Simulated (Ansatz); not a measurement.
# YSi2Rh2: the cost of one run

Computed with Ansatz 0.2.0 (reference: DFT PBEsol, plane waves, PAW, scalar-relativistic, no spin polarisation, unless a step's input says otherwise).

The COD entry's cell or inner coordinates are ideal or old and differ from later refinements, so a difference from it is no clean test against experiment.

## 1. The structure to begin with

Symmetry: I4/mmm, No. 139, tetragonal system. Conventional cell: a = 3.992 Å, b = 3.992 Å, c = 9.825 Å, α = 90.00°, β = 90.00°, γ = 90.00°. Rh (site symmetry -4m2) is surrounded by 4 Si at 2.34 Å. Y (site symmetry 4/mmm) has 8 Si at 3.08 Å and 8 Rh at 3.17 Å as nearest neighbours. Si (site symmetry 4mm) has 4 Rh at 2.34 Å and 1 Si at 2.46 Å and 4 Y at 3.08 Å as nearest neighbours.

Structure file:

```cif
data_structure
_symmetry_space_group_name_H-M 'P 1'
_symmetry_Int_Tables_number 1
_cell_length_a 3.9924
_cell_length_b 3.9924
_cell_length_c 5.6658
_cell_angle_alpha 69.370
_cell_angle_beta 69.370
_cell_angle_gamma 90.000
_cell_volume 78.30
loop_
_atom_site_label
_atom_site_type_symbol
_atom_site_fract_x
_atom_site_fract_y
_atom_site_fract_z
_atom_site_occupancy
Rh1 Rh 0.75000 0.25000 0.50000 1
Rh2 Rh 0.25000 0.75000 0.50000 1
Y1 Y 0.00000 0.00000 0.00000 1
Si1 Si 0.37500 0.37500 0.25000 1
Si2 Si 0.62500 0.62500 0.75000 1
```

## 2. Baseline

The input, input.yaml:

```yaml
crystal:
  lattice:
    - [0.0, 3.992396, 0.0]
    - [3.992396, 0.0, 0.0]
    - [1.996198, 1.996198, -4.912344]
  atoms:
    - { symbol: Rh, position: [0.75, 0.25, 0.5] }
    - { symbol: Rh, position: [0.25, 0.75, 0.5] }
    - { symbol: "Y", position: [0.0, 0.0, 0.0] }
    - { symbol: Si, position: [0.375, 0.375, 0.25] }
    - { symbol: Si, position: [0.625, 0.625, 0.75] }
  symmetry: { tolerance: 0.0003 }
kpoints:
  mp_grid: { grid: [5, 5, 5], shift: [0, 0, 0] }
magnetization:
  spin_polarized: false
scf:
  occupations: { method: fermi_dirac }
hamiltonian:
  pseudopotentials: { kind: paw }
  xc: pbesol
basis:
  ecutwfc: 420
output:
  forces: true
  stress: true
  eigenvalues: true
```

The run is started by

```bash
ansatz run input.yaml --threads 1 --pin off --max-ram 2560MiB --backend cpu --events-out ev --progress --plain --runs-dir out
```

What time and memory should one allow on 1 thread of Arm Neoverse V1, shared host?

About 2.8 s, with a peak of 0.34 GiB.
